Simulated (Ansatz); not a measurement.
**CH₄GeO₂Zn: basis-set convergence**

The task here is to estimate one member of a computed series from the others.

The runs use Ansatz 0.2.0, Gaussian basis; one geometry, several basis sets.

Plan: PBE0-D4/def2-SVP; ωB97M-V/def2-SVP; PBE0-D4/def2-QZVPP; ωB97M-V/def2-QZVPP; the functionals' def2-TZVPP values are taken from earlier runs.

**The geometry**

An earlier PBE0-D4 in a triple-zeta def2 set relaxation fixed the geometry.

9 atoms, charge 0, spin multiplicity 1.

Atoms are counted from 1 here; the program's logs count them from 0.

Bond lengths: O1–C2 1.375 Å, O1–H6 0.961 Å, C2–Zn3 2.093 Å, C2–Ge5 2.030 Å, C2–H7 1.092 Å, Zn3–O4 1.897 Å, O4–Ge5 1.768 Å, Ge5–H8 1.547 Å, Ge5–H9 1.541 Å. Angles: C2–O1–H6 109.6°, O1–C2–Zn3 126.6°, O1–C2–Ge5 122.2°, O1–C2–H7 107.4°, Zn3–C2–Ge5 78.6°, Zn3–C2–H7 106.5°, Ge5–C2–H7 113.0°, C2–Zn3–O4 92.1°, Zn3–O4–Ge5 90.8°, C2–Ge5–O4 98.2°, C2–Ge5–H8 107.7°, C2–Ge5–H9 112.6°, O4–Ge5–H8 113.5°, O4–Ge5–H9 111.7°, H8–Ge5–H9 112.4°.

The first run:

File in.yaml:

```yaml
crystal:
  periodic: [false, false, false]
  atoms:
    - {symbol: O, position_ang: [-0.112528, 1.823011, -0.777346]}
    - {symbol: C, position_ang: [0.554258, 0.714423, -0.310660]}
    - {symbol: Zn, position_ang: [1.056656, -0.994528, -1.409559]}
    - {symbol: O, position_ang: [0.186995, -2.134633, -0.166876]}
    - {symbol: Ge, position_ang: [-0.379697, -0.738259, 0.756973]}
    - {symbol: H, position_ang: [-0.974141, 1.562794, -1.114862]}
    - {symbol: H, position_ang: [1.476665, 1.062570, 0.158924]}
    - {symbol: H, position_ang: [-1.904353, -0.501232, 0.641791]}
    - {symbol: H, position_ang: [0.096145, -0.794136, 2.221595]}
basis:
  gaussian: {orbitals: def2-SVP}
hamiltonian: {xc: pbe0, dispersion: d4}
output: {orbitals: {seedname: orbitals}}
```

On the command line:

```bash
$ ansatz run in.yaml --threads 2 --pin off --events-out ev --progress --plain --max-ram 32768MiB --backend cpu
```

Steps of the session up to this table: PBE0-D4 in def2-SVP; ωB97M-V in def2-SVP; PBE0-D4 in def2-QZVPP; ωB97M-V in def2-QZVPP.

One table of the session follows, with a row left open; its other results are not shown here.

| functional | basis | HOMO (eV) | LUMO (eV) |
| --- | --- | --- | --- |
| PBE0-D4 | def2-SVP | -6.03 | -2.32 |
| PBE0-D4 | def2-TZVPP | ? | ? |
| PBE0-D4 | def2-QZVPP | -6.24 | -2.56 |
| ωB97M-V | def2-SVP | -7.96 | -0.63 |
| ωB97M-V | def2-TZVPP | -8.19 | -0.89 |
| ωB97M-V | def2-QZVPP | -8.21 | -0.97 |

Q: Estimate the row for PBE0-D4, def2-TZVPP from the others.

**Answer.** HOMO (eV): -6.23; LUMO (eV): -2.54. In the column «HOMO (eV)» it lies between PBE0-D4, def2-QZVPP (-6.24) and PBE0-D4, def2-SVP (-6.03).
